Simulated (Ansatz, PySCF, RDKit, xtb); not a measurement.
# BSnH3Cl: from the formula to a structure

Task: start from the formula BSnH3Cl (odd number of electrons), draw up candidate structures, narrow them down in stages, and characterise the one that lies lowest at 298.15 K.

Plan: many cheap relaxations first (GFN2-xTB), then density-functional screening, relaxation at B3LYP-D3(BJ)/def2-SVP, vibrations and a final energy. The numbers are computed, not measured.

6 further runs of the same task are left out: 1 that didn't finish, 5 set aside as unsound or not needed.

### Step 1. Possible bonding patterns

All bonding patterns within simple valence rules are listed by program: one Lewis structure each, at most two rings and one unusual centre or charged pair. O–O, O–halogen and N–halogen bonds and N–N–N chains are not drawn. That gives 4 candidates.

| label | SMILES | spin |
| --- | --- | --- |
| c022 | [BH][SnH2][Cl] | doublet |
| c037 | [BH2][SnH][Cl] | doublet |
| c484 | Cl[B][SnH3] | doublet |
| c967 | Cl[BH][SnH2] | doublet |

Candidates are built by distance geometry, with a force field where one applies, in up to four conformers (letters a to d). 10 starts with atoms placed at random are added, to find patterns that the rules miss.

Q: Predict the outcome of this search (final energies at CCSD(T)/def2-SVP + MP2/def2-TZVPP - MP2/def2-SVP).

| quantity | value |
| --- | --- |
| lowest structure found | [BH3]->[Sn][Cl], doublet, C1 |
| next finalist | [BH2]1[Cl][SnH]1 ‡, doublet, 13.9 kcal/mol higher in G |
| share at equilibrium, among the finalists | 100.0 % |
| harmonic wavenumbers, lowest and highest (B3LYP-D3(BJ)/def2-SVP) | 104 and 2662 cm⁻¹ |
| rotational constants, same geometry | 0.2713, 0.09017, 0.06872 cm⁻¹ |
| dipole moment (PBE0/def2-TZVPD) | 2.92 D |
| HOMO energy (highest over α and β) (PBE0/def2-TZVPD) | -6.32 eV |
| LUMO energy (lowest over α and β) (PBE0/def2-TZVPD) | -3.53 eV |
| lowest excitation (TD-B3LYP/def2-SVPD) | 1.54 eV (f = 0.004) |
| strongest of the states computed, same level | 3.65 eV (f = 0.011) |
| vertical ionisation energy (to the singlet cation) | 8.25 eV |
| vertical electron affinity | 1.85 eV |
| vertical quartet less doublet | +3.64 eV |

The lowest structure found is `[BH3]->[Sn][Cl]`. It came from a random start; the drawn patterns missed it. Among the finalists first place is clear (13.9 kcal/mol); structures outside the list aren't covered. GFN2-xTB, HF/STO-3G, r2SCAN-D4/def2-SVP, B3LYP-D3(BJ)/def2-SVP, HF/def2-SVP and MP2/def2-SVP already put its bonding pattern lowest among the structures in one piece. Spin-orbit coupling, which matters for elements this heavy, is left out. The stability test raises a flag; for an open shell a flag towards a general spinor solution can be the free rotation of the spin. The search is not exhaustive (a finite list of starts, one conformer a finalist), so a lower isomer can't be ruled out. Patterns outside the rules of the enumeration were met only by chance.

‡ marks the bonded skeleton alone, with all bonds drawn single: no Lewis structure was assigned that passes a check against the bond lengths.
